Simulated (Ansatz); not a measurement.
# Cu (Copper): the cost of one run

All numbers are computed with the Python package of Ansatz 0.2.0. Level of theory: DFT PBE, plane waves, PAW.

## Step 1: Starting point

The structure is cubic, space group Fm-3m (No. 225). The conventional cell has a = 3.615 Å, b = 3.615 Å, c = 3.615 Å, α = 90.00°, β = 90.00°, γ = 90.00°. Cu (site symmetry m-3m) has 12 Cu at 2.56 Å as nearest neighbours.

cu.extxyz, read by the script:

```xyz
1
Lattice="0.0 1.8075 1.8075 1.8075 0.0 1.8075 1.8075 1.8075 0.0" Properties=species:S:1:pos:R:3 pbc="T T T"
Cu    0.00000000    0.00000000    0.00000000
```

## Step 2: The code

The input, run_neb.py:

```python
'''Barrier of a hop (vacancy) in a small cell of Cu.'''

import warnings

import ansatz as az
import numpy as np

warnings.simplefilter('ignore', az.DeckWarning)

crystal = az.Crystal.from_extxyz('cu.extxyz')
start = crystal.supercell(2).vacancy('Cu', at=[0.0, 0.0, 0.0]).resolved()
empty = np.array([0.0, 0.0, 0.0])
# the nearest atom of the same element hops into the empty site
cell = np.array(start.lattice.vectors)
apart = np.array([site.position for site in start.sites]) - empty
apart -= np.round(apart)
distance = [np.linalg.norm(d @ cell) if site.symbol == 'Cu' else np.inf for d, site in zip(apart, start.sites)]
hopper = int(np.argmin(distance))
end = start.move(hopper, to=np.array(start.sites[hopper].position) - apart[hopper])
print(f'atom {hopper} (Cu) hops {distance[hopper]:.3f} A')

calculation = (
    start.calculation()
    .functional('pbe')
    .kpoints(3)
    .occupations('gaussian', width=0.05)
    .neb(to=end, images=3, force_tolerance=0.1, max_iterations=40, relax_end_points=True)
)
steps = []


def collect(event):
    if event['event'] == 'neb_iteration':
        steps.append(event['data'])


out = calculation.session().plan().execute(on_event=collect)
data = out.report
print(len(steps), 'rounds; largest force on the band at the end', round(steps[-1]['band_force_max_ev_ang'], 4), 'eV/A')
band = out.neb_path()
energy = np.array([image.lagrangian_ev for image in band.images])

print('energies along the path (meV):', np.round(1000 * (energy - energy[0]), 1))
print('path coordinate (A):', [round(image.path_coordinate_ang, 3) for image in band.images])
print(f'barrier forwards {energy.max() - energy[0]:.3f} eV, backwards {energy.max() - energy[-1]:.3f} eV')
moving = np.array([image.positions_ang for image in band.images])
atom = int(np.argmax(np.linalg.norm(moving[-1] - moving[0], axis=1)))
for xyz in moving[:, atom]:
    print('  mover at', np.round(xyz, 3) + 0.0)
```

## Step 3: Launch

Launch:

```console
python run_neb.py
```

**Question.** How long does this script take on 1 thread of Arm Neoverse V1, shared host, and how much memory does it need?

About 15 min, with a peak of 0.61 GiB.
